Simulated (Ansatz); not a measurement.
## CH₃ClFISi, SMILES C[Si](F)(Cl)I: harmonic frequencies at the relaxed geometry, step by step

With Ansatz 0.2.0 through its Python package.

The script reads `ch3clfisi.xyz`:
```text
8

C    -0.71560   -0.37420    0.62830
Si    0.65100    0.11730   -0.46710
F     1.93480   -0.63750    0.03790
Cl    0.33570   -0.43790   -2.39720
I     1.03420    2.52810   -0.41060
H    -0.94700   -1.39260    0.60040
H    -0.55170   -0.04190    1.66090
H    -1.64920    0.18170    0.29160
```

Typed at the interpreter:
```pycon
>>> from dataclasses import dataclass
>>> import itertools
>>> import ansatz as az
>>> from ase.data import atomic_numbers, covalent_radii
>>> import numpy as np
>>> @dataclass(frozen=True)
... class RunConfig:
...     basis: str = "def2-SVP"
...     functional: str = "B3LYP"
...     dispersion: str = "d4"
...
>>> settings = RunConfig()
>>> ch3clfisi = az.Crystal.molecule_from_extxyz("ch3clfisi.xyz")
>>> model = (
...     ch3clfisi.calculation()
...     .basis(gaussian=settings.basis)
...     .functional(settings.functional, dispersion=settings.dispersion)
... )
>>> symbols = [site.symbol for site in ch3clfisi.cartesian_sites]
>>> start = np.array([site.position_ang for site in ch3clfisi.cartesian_sites], dtype=float)
>>> report = model.relax(force_tolerance=0.003).run(threads=1, backend="cpu").report
>>> end = np.array(report["positions_ang"])
>>> radius = [covalent_radii[atomic_numbers[s]] for s in symbols]
>>> span = lambda where, i, j: np.linalg.norm(where[i] - where[j])
>>> bonded = [(i, j) for i, j in itertools.combinations(range(len(symbols)), 2) if min(span(start, i, j), span(end, i, j)) < 1.2 * (radius[i] + radius[j])]
>>> print("pair        before    after (A)")
pair        before    after (A)
>>> for i, j in bonded:
...     print(f"{symbols[i]}{i}-{symbols[j]}{j}".ljust(10), f"{span(start, i, j):8.4f} {span(end, i, j):8.4f}")
...
C0-Si1       1.8191   1.8538
C0-H5        1.0447   1.1018
C0-H6        1.0971   1.1008
C0-H7        1.1375   1.1003
Si1-F2       1.5725   1.6203
Si1-Cl3      2.0330   2.0614
Si1-I4       2.4417   2.4509
>>> minimum = az.Crystal.molecule()
>>> for symbol, place in zip(symbols, end):
...     minimum = minimum.atom(symbol, place.tolist())
...
>>> vibrating = (
...     minimum.calculation()
...     .basis(gaussian=settings.basis)
...     .functional(settings.functional, dispersion=settings.dispersion)
...     .phonons(temperatures=(200, 600, 100))
... )
>>> vib = vibrating.run(threads=1, backend="cpu").report["vibrations"]
>>> sums = vib["harmonic_sums"]
>>> modes = [m["omega_inv_cm"] for m in sums["modes_at_gamma"] if m["rigid_motion"] == "no"]
>>> for number, w in enumerate(modes, start=1):
...     print(f"mode {number:2d} {w:9.1f} 1/cm {w / 8065.544 * 1000:8.2f} meV")
...
mode  1     126.1 1/cm    15.64 meV
mode  2     151.8 1/cm    18.83 meV
mode  3     161.9 1/cm    20.07 meV
mode  4     201.6 1/cm    25.00 meV
mode  5     209.0 1/cm    25.91 meV
mode  6     261.8 1/cm    32.46 meV
mode  7     367.3 1/cm    45.54 meV
mode  8     546.2 1/cm    67.72 meV
mode  9     731.1 1/cm    90.64 meV
mode 10     798.1 1/cm    98.95 meV
mode 11     809.7 1/cm   100.39 meV
mode 12     920.4 1/cm   114.12 meV
mode 13    1277.0 1/cm   158.33 meV
mode 14    1421.2 1/cm   176.20 meV
mode 15    1424.8 1/cm   176.65 meV
mode 16    3039.7 1/cm   376.88 meV
mode 17    3138.5 1/cm   389.13 meV
mode 18    3147.2 1/cm   390.21 meV
>>> print("imaginary modes:", sum(w < 0 for w in modes), " zero-point energy:", round(sums["zero_point_energy_ev"], 4), "eV")
imaginary modes: 0  zero-point energy: 1.1613 eV
>>> print("T (K)   F_vib (eV)   S_vib (meV/K)   C_vib (meV/K)")
T (K)   F_vib (eV)   S_vib (meV/K)   C_vib (meV/K)
>>> for row in zip(sums["temperatures_k"], sums["vibrational_free_energy_ev"], vib["entropy_ev_per_k"], vib["heat_capacity_ev_per_k"]):
...     print(f"{row[0]:6.1f} {row[1]:11.4f} {1000 * row[2]:13.4f} {1000 * row[3]:15.4f}")
...
 200.0      1.1253        0.4611          0.5582
 300.0      1.0659        0.7207          0.7269
 400.0      0.9822        0.9486          0.8583
 500.0      0.8770        1.1515          0.9592
 600.0      0.7526        1.3336          1.0375
>>> heavier = vibrating.phonons(masses={"H": 2.014102}).run(threads=1, backend="cpu").report["vibrations"]["harmonic_sums"]
>>> print("deuterated (1/cm):", " ".join(f"{m['omega_inv_cm']:.0f}" for m in heavier["modes_at_gamma"] if m["rigid_motion"] == "no"))
deuterated (1/cm): 111 124 142 188 201 257 352 523 623 652 688 908 1020 1026 1028 2182 2325 2332
>>> print("zero-point energy falls by", round(sums["zero_point_energy_ev"] - heavier["zero_point_energy_ev"], 4), "eV")
zero-point energy falls by 0.2511 eV
```

Notes:
- The frequencies are harmonic and unscaled, in a modest basis.
- def2 sets replace the cores of elements past krypton by effective core potentials.
- b3lyp holds the VWN-RPA fit, as in Gaussian; the form of ORCA and Turbomole is b3lyp5.
- The result belongs to the one conformer reached from this start, and soft torsions count as harmonic oscillators.
- The whole script took 6.8 min on 1 thread of Arm Neoverse V2, with other jobs on the host, peak memory 0.34 GiB.
